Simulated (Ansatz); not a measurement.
The same calculation of KNaCl₂ (distorted cell) as a Python script and as an input file (Ansatz's Python interface).

`scf_knacl2.py`
```python
from pathlib import Path

import ansatz as az
import numpy as np
from pymatgen.core import Structure

lattice = az.Lattice.of(
    [2.0604, 1.25264, 6.96024],
    [-2.09962, 1.25984, 6.97076],
    [-0.01337, -2.31099, 6.93058],
)
sites = [
    ("K", [0.4979, 0.50459, 0.49899]),
    ("Na", [0.0131, 0.99121, 0.99371]),
    ("Cl", [0.75122, 0.73959, 0.73863]),
    ("Cl", [0.26056, 0.25564, 0.263]),
]
cell = az.Crystal(lattice=lattice)
for symbol, position in sites:
    cell = cell.atom(symbol, position)

model = (
    cell.calculation()
    .pseudopotentials("paw")
    .kpoints(length=10)
    .basis(420)
    .functional("pbesol")
    .occupations("Fixed")
    .density()
    .electron_localization_function()
    .output_files(volumetric_format="npy")
    .band_table()
)
planned = model.session().plan(threads=1)
facts = planned.describe()
print("plan:", facts["n_bands"], "bands,", len(facts["kpoints_frac"]), "k-points, plane waves", facts["n_pw_range"], "grid", facts["fft_dense"])
res = planned.execute()
r = res.report

n_atoms = len(r["lattice"]["sites"])
print("F =", round(r["free_energy_ev"], 4), "eV for", n_atoms, "atoms")
print("E(sigma -> 0) =", round(r["energy_sigma0_ev"], 4), "eV, TS =", round(r["entropy_ts_ev"], 5), "eV")
print("closed by", r["closed_by"], "after", r["n_iterations"], "iterations")

folder = Path(res.write_results("elf"))
elf = np.load(folder / "elf.npy")
peak = np.unravel_index(elf.argmax(), elf.shape)
print(f"largest ELF {elf.max():.3f} at grid fractions", np.round(np.array(peak) / elf.shape, 3))
for level in (0.2, 0.5, 0.7, 0.8, 0.9):
    print(f"share of the cell with ELF over {level}: {np.mean(elf > level):.3f}")

print(len(r["kpoints_frac"]), "irreducible k-points (fractions, weight)")
for k, weight in list(zip(r["kpoints_frac"], r["kweights"]))[:12]:
    print("  {:8.4f} {:8.4f} {:8.4f}".format(*k), f"{weight:10.6f}")

final = Structure(res.lattice.cell_ang, [s.symbol for s in res.lattice.sites], [s.position_frac for s in res.lattice.sites])
for index, (site, neighbours) in enumerate(zip(final, final.get_all_neighbors(5.5))):
    first = min(n.nn_distance for n in neighbours)
    shell = [n for n in neighbours if n.nn_distance < 1.2 * first]
    mean = sum(n.nn_distance for n in shell) / len(shell)
    print(f"atom {index} {site.specie.symbol}: {len(shell)} neighbours within 1.2 of the shortest distance, mean {mean:.3f} A")

fermi = r["fermi_energy_ev"]
print("levels less the Fermi level (eV) at the first k-points (first spin channel where there are two)")
for k, levels in list(zip(r["kpoints_frac"], r["eigenvalues_ev"]))[:4]:
    print("k = ({:.3f}, {:.3f}, {:.3f})".format(*k))
    print("   ", " ".join(f"{e - fermi:.3f}" for e in levels))
```

`python scf_knacl2.py` gives:
```text
plan: 20 bands, 14 k-points, plane waves [1987, 2026] grid [30, 50, 30]
F = -5120.9455 eV for 4 atoms
E(sigma -> 0) = -5120.9455 eV, TS = 0.0 eV
closed by deck_thresholds after 6 iterations
largest ELF 0.878 at grid fractions [0.6   0.42  0.533]
share of the cell with ELF over 0.2: 0.466
share of the cell with ELF over 0.5: 0.324
share of the cell with ELF over 0.7: 0.214
share of the cell with ELF over 0.8: 0.139
share of the cell with ELF over 0.9: 0.000
14 irreducible k-points (fractions, weight)
    0.0000   0.0000   0.0000   0.037037
    0.0000   0.0000   0.3333   0.074074
    0.0000   0.3333   0.0000   0.074074
    0.0000   0.3333   0.3333   0.074074
    0.0000   0.3333  -0.3333   0.074074
    0.3333   0.0000   0.0000   0.074074
    0.3333   0.0000   0.3333   0.074074
    0.3333   0.0000  -0.3333   0.074074
    0.3333   0.3333   0.0000   0.074074
    0.3333   0.3333   0.3333   0.074074
    0.3333   0.3333  -0.3333   0.074074
    0.3333  -0.3333   0.0000   0.074074
atom 0 K: 6 neighbours within 1.2 of the shortest distance, mean 3.060 A
atom 1 Na: 6 neighbours within 1.2 of the shortest distance, mean 2.857 A
atom 2 Cl: 6 neighbours within 1.2 of the shortest distance, mean 2.965 A
atom 3 Cl: 6 neighbours within 1.2 of the shortest distance, mean 2.953 A
levels less the Fermi level (eV) at the first k-points (first spin channel where there are two)
k = (0.000, 0.000, 0.000)
    -48.595 -27.046 -20.692 -20.671 -20.668 -12.444 -12.386 -10.574 -10.571 -10.355 -1.578 -0.332 -0.322 -0.036 -0.015 0.000 4.999 7.250 7.985 8.905
k = (0.000, 0.000, 0.333)
    -48.594 -27.033 -20.689 -20.679 -20.673 -12.373 -12.255 -10.618 -10.608 -10.490 -1.268 -0.989 -0.847 -0.500 -0.297 -0.182 7.008 7.236 8.733 8.941
k = (0.000, 0.333, 0.000)
    -48.594 -27.033 -20.689 -20.681 -20.670 -12.378 -12.257 -10.627 -10.610 -10.471 -1.262 -1.008 -0.832 -0.484 -0.297 -0.174 7.013 7.256 8.763 8.931
k = (0.000, 0.333, 0.333)
    -48.594 -27.033 -20.689 -20.681 -20.670 -12.411 -12.218 -10.619 -10.610 -10.487 -1.310 -1.143 -0.581 -0.446 -0.320 -0.226 6.910 7.099 8.208 9.068
```

`input.yaml`:
```yaml
crystal:
  lattice:
    - [2.0604, 1.25264, 6.96024]
    - [-2.09962, 1.25984, 6.97076]
    - [-0.01337, -2.31099, 6.93058]
  atoms:
    - { symbol: K, position: [0.4979, 0.50459, 0.49899] }
    - { symbol: Na, position: [0.0131, 0.99121, 0.99371] }
    - { symbol: Cl, position: [0.75122, 0.73959, 0.73863] }
    - { symbol: Cl, position: [0.26056, 0.25564, 0.263] }
basis:
  ecutwfc: 420.0
kpoints:
  mp_grid: { grid: [3, 3, 3] }
hamiltonian:
  xc: pbesol
  pseudopotentials: { kind: paw }
scf:
  occupations: { method: fixed }
output:
  write_density: true
  volumetric_format: npy
  elf: true
  eigenvalues: true
```

On the command line:
```console
$ ansatz run input.yaml --threads 1 --pin off --max-ram 3072MiB --backend cpu --events-out ev --progress --plain --runs-dir out
basis.fft_grid_basis auto: the FFT boxes are laid along the combinations [[1, -1, 0], [1, 0, 0], [-1, 0, 1]] of the cell's own vectors, 4.160, 7.366 and 4.123 Å long. The dense box has 30×50×30 points. Along the cell's own vectors, as sized, it would have 50×50×50, 2.78 times as many. basis.fft_grid_basis: typed keeps the cell's own vectors: state it where this run's energies or levels are differenced outside the engine with another run's, or held beside a run that keeps those vectors. Those combinations have planes normal to reciprocal vector 3, as the cell's own vectors have. Each planar average written beside output.write_density has a row for each plane of the box: 30. The volumetric files lie along those combinations, not along the cell's own vectors: a cube or XSF file states them, and fields.json those of NumPy files.
Engine: ansatz 0.2.0, aarch64-unknown-linux-gnu
Pseudopotentials: kind: paw
Pseudopotential: K, paw, valence charge 9, recommended cutoff 420 eV (normal), K.paw.azcp
Pseudopotential: Na, paw, valence charge 9, recommended cutoff 420 eV (normal), Na.paw.azcp
Pseudopotential: Cl, paw, valence charge 7, recommended cutoff 420 eV (normal), Cl.paw.azcp
Functional definition: PBEsol
  exchange = pbesol_x
  correlation = pbesol_c
Crystal: 4 atoms, lattice volume = 103.183 Å³
Basis set: ecut = 420 eV, 1987 PW (Γ), FFT grids on a1−a2, a1, −a1+a3
Bands: 20, of which v1, the nominal top of the filled ones, is band 16 counted from 1 (15 counted from 0)
Symmetry: 1 space group operations
Space group: P1 (ITA 1), of the structure as read, at distance tolerance 4.7e-5 Å
k-points: 14 of 27 (time reversal used)
Non-local potential: K, projectors of the file, l = 0: 3, l = 1: 2, l = 2: 2
Non-local potential: Na, projectors of the file, l = 0: 3, l = 1: 2, l = 2: 1
Non-local potential: Cl, projectors of the file, l = 0: 2, l = 1: 2, l = 2: 2
PAW form: soft (Blöchl's): semilocal exchange-correlation on the pseudo side does not see the compensation charge
PAW frozen core: K, regenerated for the run's functional, and the local potential with it (the file was generated under x = pbe(κ = 0.804, μ = 0.2195149727645171), c = pbe(β = 0.06672455060314922))
PAW frozen core: Na, regenerated for the run's functional, and the local potential with it (the file was generated under x = pbe(κ = 0.804, μ = 0.2195149727645171), c = pbe(β = 0.06672455060314922))
PAW frozen core: Cl, regenerated for the run's functional, and the local potential with it (the file was generated under x = pbe(κ = 0.804, μ = 0.2195149727645171), c = pbe(β = 0.06672455060314922))
PAW one-centre angular grid: K, 110 points (default); XC on 64 Gauss nodes
PAW one-centre angular grid: Na, 110 points (default); XC on 64 Gauss nodes
PAW one-centre angular grid: Cl, 110 points (default); XC on 64 Gauss nodes
Initial density: superposition of atomic densities (neutral atoms: chi_scale 0, normalization atom), corrected by the library's trained network
Initial wavefunctions: pseudopotential atomic-orbital guess
Functional: x = pbesol(κ = 0.804, μ = 0.12345679012345678), c = pbesol(β = 0.046)
SCF iter   1: F=—  HF=-5120.951704 eV  |F-HF|=—  |Δ(HF+E_count)|=         —  Δρ=3.34e-3  dr2=1.45e-2  ethr=1.77e-3  ⟨swp⟩=4.5  Hψ=1199  notcnv=0  defer=27
preconditioner: auto → Resta (q_TF=auto, 2.245 Å⁻¹)  ε∞=2.6  [insulator: Δε(μ)=4.945 eV  Ē_g=13.350 eV  n_scr=22 (ndim 8)  ℏωp=17.1 eV  f_vac=0.054  ε∞_Penn≈2.6]
SCF iter   2: F=—  HF=-5120.945871 eV  |F-HF|=—  |Δ(HF+E_count)|=   5.83e-3  Δρ=1.28e-3  dr2=1.96e-3  ethr=4.53e-5  ⟨swp⟩=2.1  Hψ=540  notcnv=0  defer=28
SCF iter   3: F=—  HF=-5120.945489 eV  |F-HF|=—  |Δ(HF+E_count)|=   3.82e-4  Δρ=3.44e-4  dr2=8.94e-5  ethr=6.12e-6  ⟨swp⟩=2.6  Hψ=502  notcnv=0  defer=28
SCF iter   4: F=—  HF=-5120.945534 eV  |F-HF|=—  |Δ(HF+E_count)|=   4.50e-5  Δρ=1.01e-4  dr2=1.69e-5  ethr=2.79e-7  ⟨swp⟩=2.8  Hψ=494  notcnv=0  defer=28
SCF iter   5: F=—  HF=-5120.945534 eV  |F-HF|=—  |Δ(HF+E_count)|=   4.75e-7  Δρ=2.78e-5  dr2=8.52e-7  ethr=5.29e-8  ⟨swp⟩=2.0  Hψ=364  notcnv=0  defer=28
SCF iter   6: F=-5120.945535 eV  HF=-5120.945535 eV  |F-HF|=2.33e-8  |Δ(HF+E_count)|=   1.25e-6  Δρ=7.84e-6  dr2=5.73e-8  ethr=3.13e-10  ⟨swp⟩=7.6  Hψ=1234  notcnv=0
SCF 1 converged in 6 iterations: F = -5120.945535 eV  dr2 = 5.73e-8
  greatest PAW one-centre occupation: 0.999 electrons in one spin orbital (limit 2), on the Na atom at site 1 (counted from 0), in its partial waves of l = 0
SCF converged after 6 iterations
Free energy (F): -5120.945535 eV
Harris-Foulkes:  -5120.945535 eV  (|F-HF|=2.33e-8)
Internal energy: -5120.945535 eV  (E = F + TS)
E sigma→0 (E₀):  -5120.945535 eV
Fermi energy:    1.217841 eV
--- Per-component energies (eV) ---
  E_band       = -357.134898
  E_kinetic    = 698.419778
  E_local      = -2364.663144  (includes V_loc(G=0)·N_el)
  E_nonlocal   = 187.241839
  E_hartree    = 821.414266
  E_xc         = -385.134545
  E_vxc        = -457.794998  (∫ρ·V_xc dr)
  E_paw        = -2299.018127  (= ΣΔE_a)
  E_vpaw       = -63.165231  (= ΣTr[D̂ρ^β])
  E_aug_tail   = 0.000151  (compensation charges beyond the density's cutoff)
  E_ewald      = -1779.525196
  E_core_change = 0.319443  (= ΣΔE_core)
  E_smearing   = -0.000000  (= −TS)
  E_closure    = 0.000000  (closes the sum)
  Σ components = -5120.945535   (vs F -5120.945535, Δ=0.00e0)
--- Band table (eV; the first three rows and the last of 14) ---
  k-point 0: bands = ["-47.3768", "-25.8285", "-19.4744", "-19.4528", "-19.4497", "-11.2267", "-11.1680", "-9.3557", "-9.3533", "-9.1376", "-0.3597", "0.8858", "0.8956", "1.1815", "1.2024", "1.2178", "6.2167", "8.4679", "9.2032", "10.1224"]
  k-point 1: bands = ["-47.3766", "-25.8147", "-19.4712", "-19.4609", "-19.4551", "-11.1551", "-11.0375", "-9.4001", "-9.3905", "-9.2719", "-0.0506", "0.2286", "0.3707", "0.7176", "0.9206", "1.0362", "8.2263", "8.4536", "9.9512", "10.1586"]
  k-point 2: bands = ["-47.3766", "-25.8155", "-19.4713", "-19.4628", "-19.4524", "-11.1605", "-11.0388", "-9.4092", "-9.3919", "-9.2536", "-0.0447", "0.2100", "0.3863", "0.7336", "0.9209", "1.0438", "8.2308", "8.4742", "9.9813", "10.1489"]
  k-point 13: bands = ["-47.3766", "-25.8152", "-19.4713", "-19.4628", "-19.4525", "-11.1478", "-11.0545", "-9.3975", "-9.3907", "-9.2621", "-0.1511", "0.0272", "0.7311", "0.7892", "0.9239", "0.9690", "8.1212", "8.6037", "8.9378", "10.1524"]
```

What to keep in mind:
- Total energies depend on the potentials; only differences at equal settings carry meaning. A total without «per atom» is that of the cell as typed.
- The Fermi level of a run with fixed occupations marks the highest occupied state on its mesh, not mid-gap.
- Energy and stress may still move on a finer k-point mesh.
- Grid values close to the nuclei reflect the PAW or pseudopotential construction, not the all-electron fields.
- The cell is a database structure, distorted on purpose.
- Gaps and levels are Kohn-Sham values on a finite set of k-points.
- Wall time of the script: 3.2 s on 1 thread of Arm Neoverse V2, on a shared host, peak memory 0.37 GiB.
